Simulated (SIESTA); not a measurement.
**CrN2 under changes of volume**

One of the cells (8.708 Å³/atom); the others are scaled copies at fixed shape and fractional positions:

```
CELL_PARAMETERS angstrom
3.90179 0.00000 0.00000
0.00000 4.80951 0.00000
0.00000 0.00000 2.78417
ATOMIC_POSITIONS crystal
Cr 0.00000 0.00000 0.00000
Cr 0.50000 0.50000 0.50000
N 0.86617 0.58878 0.00000
N 0.13383 0.41123 0.00000
N 0.36617 0.91122 0.50000
N 0.63383 0.08878 0.50000
```

The cell comes from a database or a generator and needn't be the stable form of this composition.

- Program: SIESTA 5.4.2
- Functional: LDA
- Potentials or basis: PseudoDojo 0.4 standard (LDA files)
- Basis: DZP (energy shift 0.003 Ry; two zetas on semicore shells)
- Grid cutoff: 800 Ry
- Energy shift: 0.003 Ry
- k mesh: 5 × 4 × 8
- Occupations: fermi-dirac, width 0.05 eV
- Spin: collinear spin, ferromagnetic start
- Starting moments: [3.0, 3.0, 0.0, 0.0, 0.0, 0.0] μB

```tsv
volume (Å³/atom)	energy over the lowest point (meV/atom)	pressure (GPa)	moment (μB per cell)	largest force (eV/Å)
8.185	0.25	3.7	4.12	1.548
8.359	0.00	-3.0	4.13	1.253
8.534	6.60	-8.9	4.15	0.974
8.708	19.28	-14.2	4.17	0.712
8.882	37.38	-18.9	4.19	0.464
9.056	?	?	?	?
9.230	87.60	-26.9	4.22	0.116
```

Question: What does the run at 9.056 Å³/atom give?

Answer: Energy over the lowest point 60.32 meV/atom; pressure -23.1 GPa; moment 4.20 μB per cell; largest force 0.238 eV/Å.

Worked out: A Birch-Murnaghan fit of order 3 (a polynomial in V^(-2/3)) to the other rows has its minimum at 8.28 Å³/atom with B0 = V·E''(V) = 314 GPa and B' = 4.4 at fixed shape and positions, which overstates the stiffness. It gives 60.33 meV/atom at 9.056 Å³/atom, against the run's 60.32, and -dE/dV = -23.2 GPa, against -23.1. A straight line through the other rows of the moment, of slope 0.1 μB per Å³/atom, gives 4.20 μB, against the run's 4.20.

Energies are extrapolated to zero smearing.

Caveats: the basis of atomic orbitals isn't converged, which shifts pressures, moduli and gaps; only a ferromagnetic start was run, and an antiferromagnetic order may lie lower in energy; forces of over 1 eV/Å show positions far from the minimum, so gaps and moduli don't describe the material at rest (some runs).
